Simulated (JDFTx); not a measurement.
# SiAlCl2H3 in JDFTx: single point with PBE+D3(BJ)

Aim: the single point of SiAlCl2H3 with PBE+D3(BJ).

Everything below comes from runs of JDFTx 1.7.0 (patched build). Logs are shortened: lines on timing, memory, paths and dates and some standing lists are left out, and cuts for length are marked. The log counts tension as positive stress, the text compression.

## (1) The structure

The cell holds a molecule in a box, 7 atoms: a = 13.000 Å, b = 14.000 Å, c = 12.000 Å, α = 90.00°, β = 90.00°, γ = 90.00°.

## (2) Single point, PBE+D3(BJ)

Input file AlSiH3Cl2.in:

```
include AlSiH3Cl2.lattice
coords-type Lattice
include AlSiH3Cl2.ionpos

ion-species pseudo/Si.upf
ion-species pseudo/Al.upf
ion-species pseudo/Cl.upf
ion-species pseudo/H.upf
elec-cutoff 36
elec-ex-corr gga-PBE
van-der-waals D3BJ
kpoint-folding 1 1 1
elec-n-bands 18
electronic-minimize nIterations 100 energyDiffThreshold 1e-07
davidson-band-ratio 2
coulomb-interaction Isolated
coulomb-truncation-embed 0.501000 0.501500 0.502833
core-overlap-check none
converge-empty-states yes
forces-output-coords Cartesian

dump-name run.$VAR
dump End Ecomponents EigStats BandEigs Kpoints Forces Dipole ElecDensity Dtot KEdensity
```

Input file AlSiH3Cl2.lattice:

```
lattice \
   24.5664396201     0.0000000000     0.0000000000 \
    0.0000000000    26.4561657448     0.0000000000 \
    0.0000000000     0.0000000000    22.6767134955
```

Input file AlSiH3Cl2.ionpos:

```
ion Si     0.4452230800     0.6151785700     0.4693291700 1
ion Al     0.5169615400     0.4600285700     0.5172125000 1
ion Cl     0.6548384600     0.4495857100     0.6061291700 1
ion Cl     0.4454307700     0.3320071400     0.4720791700 1
ion H      0.3471615400     0.6047571400     0.4068125000 1
ion H      0.4257538500     0.6709928600     0.5727375000 1
ion H      0.5200230800     0.6690000000     0.3995375000 1
```

Potentials or basis: PseudoDojo-SR-PBE-0.5-standard with smoothed tails.

Started as:

```console
$ jdftx -c 1 -i AlSiH3Cl2.in -o AlSiH3Cl2.out
```

The log of the run:

```text
*************** JDFTx 1.7.0 (patched build) ***************

Input parsed successfully to the following command list (including defaults):
[... the input with its defaults ...]

---------- Setting up symmetries ----------

Found 8 point-group symmetries of the bravais lattice
Found 1 space-group symmetries with basis
Applied RMS atom displacement 0 bohrs to make symmetries exact.

---------- Initializing the Grid ----------
R =
[      24.5664            0            0  ]
[            0      26.4562            0  ]
[            0            0      22.6767  ]
unit cell volume = 14738.4
G =
[   0.255763          0          0  ]
[          0   0.237494          0  ]
[          0          0   0.277077  ]
Minimum fftbox size, Smin = [  136  144  124  ]
Chosen fftbox size, S = [  140  144  126  ]

---------- Exchange Correlation functional ----------
Initalized PBE GGA exchange.
Initalized PBE GGA correlation.

---------- Setting up pseudopotentials ----------
Width of ionic core gaussian charges (only for fluid interactions / plotting) set to 0

Reading pseudopotential file 'pseudo/Si.upf':
  'Si' pseudopotential, 'PBE' functional
  Generated using ONCVPSP code by D. R. Hamann
  4 valence electrons, 2 orbitals, 6 projectors, 1001 radial grid points, with lMax = 2
    3S    l: 0   occupation:  2.0   eigenvalue: -0.397365
    3P    l: 1   occupation:  2.0   eigenvalue: -0.149981
  Core radius for overlap checks: 1.86 bohrs.

Reading pseudopotential file 'pseudo/Al.upf':
  'Al' pseudopotential, 'PBE' functional
  Generated using ONCVPSP code by D. R. Hamann
  3 valence electrons, 2 orbitals, 6 projectors, 1001 radial grid points, with lMax = 2
    3S    l: 0   occupation:  2.0   eigenvalue: -0.284914
    3P    l: 1   occupation:  1.0   eigenvalue: -0.099668
  Core radius for overlap checks: 1.74 bohrs.

Reading pseudopotential file 'pseudo/Cl.upf':
  'Cl' pseudopotential, 'PBE' functional
  Generated using ONCVPSP code by D. R. Hamann
  7 valence electrons, 2 orbitals, 6 projectors, 1001 radial grid points, with lMax = 2
    3S    l: 0   occupation:  2.0   eigenvalue: -0.760417
    3P    l: 1   occupation:  5.0   eigenvalue: -0.315867
  Core radius for overlap checks: 1.71 bohrs.

Reading pseudopotential file 'pseudo/H.upf':
  'H' pseudopotential, 'PBE' functional
  Generated using ONCVPSP code by D. R. Hamann
  1 valence electrons, 1 orbitals, 3 projectors, 1001 radial grid points, with lMax = 1
    1S    l: 0   occupation:  1.0   eigenvalue: -0.238602
  Core radius for overlap checks: 0.96 bohrs.

Initialized 4 species with 7 total atoms.

Folded 1 k-points by 1x1x1 to 1 k-points.

---------- Setting up k-points, bands, fillings ----------
No reducable k-points.
[... 68 lines left out ...]
	FillingsUpdate:  mu: -0.182899723  nElectrons: 24.000000
LCAOMinimize: Iter:   3  Etot: -37.7019595536165042  |grad|_K:  4.743e-04  alpha:  5.997e-01  linmin:  3.211e-03  cgtest:  4.691e-01
LCAOMinimize: Encountered beta<0, resetting CG.
LCAOMinimize: None of the convergence criteria satisfied after 3 iterations.

Computing DFT-D3 correction:
# coordination-number Si 3.879
# coordination-number Al 2.951
# coordination-number Cl 1.019 1.018
# coordination-number H 0.973 0.972 0.972
# diagonal-C6 Si 151.57
# diagonal-C6 Al 154.93
# diagonal-C6 Cl 90.43 90.43
# diagonal-C6 H 3.10 3.10 3.10
EvdW_6 =   -0.003859
EvdW_8 =   -0.002618

-------- Electronic minimization -----------
ElecMinimize: Iter:   0  Etot: -37.701959553616575  |grad|_K:  2.918e-04  alpha:  1.000e+00
	SubspaceRotationAdjust: set factor to 1
ElecMinimize: Iter:   1  Etot: -37.937799682246080  |grad|_K:  1.344e-04  alpha:  1.012e+00  linmin:  2.021e-03
	SubspaceRotationAdjust: set factor to 1.36
ElecMinimize: Iter:   2  Etot: -37.975429117415786  |grad|_K:  7.533e-05  alpha:  7.671e-01  linmin: -7.386e-05
	SubspaceRotationAdjust: set factor to 1.76
ElecMinimize: Iter:   3  Etot: -37.990287959662737  |grad|_K:  3.685e-05  alpha:  9.513e-01  linmin: -1.652e-04
	SubspaceRotationAdjust: set factor to 2.11
ElecMinimize: Iter:   4  Etot: -37.993473759065232  |grad|_K:  2.141e-05  alpha:  8.502e-01  linmin: -6.789e-05
	SubspaceRotationAdjust: set factor to 2.56
ElecMinimize: Iter:   5  Etot: -37.994474010910324  |grad|_K:  9.311e-06  alpha:  7.929e-01  linmin: -2.188e-05
	SubspaceRotationAdjust: set factor to 2.93
ElecMinimize: Iter:   6  Etot: -37.994680312077627  |grad|_K:  5.275e-06  alpha:  8.683e-01  linmin:  3.063e-06
	SubspaceRotationAdjust: set factor to 3.38
ElecMinimize: Iter:   7  Etot: -37.994741837226208  |grad|_K:  2.344e-06  alpha:  8.082e-01  linmin:  1.776e-05
	SubspaceRotationAdjust: set factor to 2.73
ElecMinimize: Iter:   8  Etot: -37.994755071106390  |grad|_K:  1.265e-06  alpha:  8.814e-01  linmin:  8.099e-06
	SubspaceRotationAdjust: set factor to 2.44
ElecMinimize: Iter:   9  Etot: -37.994758673227473  |grad|_K:  6.910e-07  alpha:  8.226e-01  linmin:  2.372e-06
	SubspaceRotationAdjust: set factor to 2.55
ElecMinimize: Iter:  10  Etot: -37.994759875755122  |grad|_K:  3.729e-07  alpha:  9.207e-01  linmin:  2.657e-06
	SubspaceRotationAdjust: set factor to 2.6
ElecMinimize: Iter:  11  Etot: -37.994760201969854  |grad|_K:  2.045e-07  alpha:  8.578e-01  linmin: -9.612e-06
	SubspaceRotationAdjust: set factor to 2.59
ElecMinimize: Iter:  12  Etot: -37.994760295404603  |grad|_K:  1.159e-07  alpha:  8.154e-01  linmin: -2.396e-06
	SubspaceRotationAdjust: set factor to 2.81
ElecMinimize: Iter:  13  Etot: -37.994760329961636  |grad|_K:  5.693e-08  alpha:  9.395e-01  linmin: -2.133e-06
ElecMinimize: Converged (|Delta Etot|<1.000000e-07 for 2 iters).
Setting wave functions to eigenvectors of Hamiltonian
Converging empty states (this may take a while): |deigs|: 3.837e-03

Computing DFT-D3 correction:
# coordination-number Si 3.879
# coordination-number Al 2.951
# coordination-number Cl 1.019 1.018
# coordination-number H 0.973 0.972 0.972
# diagonal-C6 Si 151.57
# diagonal-C6 Al 154.93
# diagonal-C6 Cl 90.43 90.43
# diagonal-C6 H 3.10 3.10 3.10
EvdW_6 =   -0.003859
EvdW_8 =   -0.002618

# Ionic positions in lattice coordinates:
ion Si   0.445223080000000   0.615178570000000   0.469329170000000 1
ion Al   0.516961540000000   0.460028570000000   0.517212500000000 1
ion Cl   0.654838460000000   0.449585710000000   0.606129170000000 1
ion Cl   0.445430770000000   0.332007140000000   0.472079170000000 1
ion H   0.347161540000000   0.604757140000000   0.406812500000000 1
ion H   0.425753850000000   0.670992860000000   0.572737500000000 1
ion H   0.520023080000000   0.669000000000000   0.399537500000000 1

# Forces in Cartesian coordinates:
force Si   0.000391992399272  -0.001555087156177   0.000230168422165 1
force Al  -0.001185625109216   0.002667653671120  -0.000746900681259 1
force Cl   0.003362863176956  -0.000118805289600   0.002018837176606 1
force Cl  -0.001831449218025  -0.003300102398408  -0.001052389005607 1
force H  -0.001989151368511  -0.000159838835603  -0.001162813651658 1
force H  -0.000326688591441   0.001261170790763   0.001960943742599 1
force H   0.001557705314157   0.001242983296824  -0.001258692809489 1

# Energy components:
   Eewald =       39.2535021852989061
       EH =       69.9137626737820597
     Eloc =     -158.0513228524621070
      Enl =        5.1221236819722895
     EvdW =       -0.0064763835583641
      Exc =      -12.5683121733933891
 Exc_core =        3.2236596450773085
       KE =       15.1183028933216566
-------------------------------------
     Etot =      -37.9947603299616361

IonicMinimize: Iter:   0  Etot: -37.994760329961636  |grad|_K:  1.675e-03
IonicMinimize: None of the convergence criteria satisfied after 0 iterations.

#--- Lowdin population analysis ---
# oxidation-state Si +0.249
# oxidation-state Al +0.792
# oxidation-state Cl -0.270 -0.269
# oxidation-state H -0.056 -0.052 -0.052

Dumping 'run.eigStats' ...
	eMin: -0.758482 at state 0 ( [ +0.000000 +0.000000 +0.000000 ] spin 0 )
	HOMO: -0.264886 at state 0 ( [ +0.000000 +0.000000 +0.000000 ] spin 0 )
	mu  : -0.132062
	LUMO: -0.097436 at state 0 ( [ +0.000000 +0.000000 +0.000000 ] spin 0 )
	eMax: -0.001799 at state 0 ( [ +0.000000 +0.000000 +0.000000 ] spin 0 )
	HOMO-LUMO gap: +0.167450
	Optical gap  : +0.167450 at state 0 ( [ +0.000000 +0.000000 +0.000000 ] spin 0 )
Done!
[note: without smearing the FillingsUpdate lines are those of the first guess, not of the final state]
```

It took 4 min on 1 thread of Arm Neoverse V2, shared host; peak memory 1.2 GiB.

What came out:

```yaml
Free_energy: -1033.8901 eV
Largest_force: 0.202 eV/Å
Gap_between_the_frontier_levels: 4.56 eV
Loewdin_charges: Si +0.25; Al +0.79; Cl -0.27; H -0.06, -0.05 e
```

Forces in eV/Å, atoms in the order of the input:
```
Si   0.020 -0.080  0.012
Al  -0.061  0.137 -0.038
Cl   0.173 -0.006  0.104
Cl  -0.094 -0.170 -0.054
H   -0.102 -0.008 -0.060
H   -0.017  0.065  0.101
H    0.080  0.064 -0.065
```

Levels at points of the mesh, in eV from the valence-band top:
```
           k point  band 9  band 10  band 11  band 12  band 13  band 14
(0.00, 0.00, 0.00)   -1.30    -0.93    -0.66     0.00     4.56     5.43
```

Caveat: forces may be off by hundredths of an eV/Å.
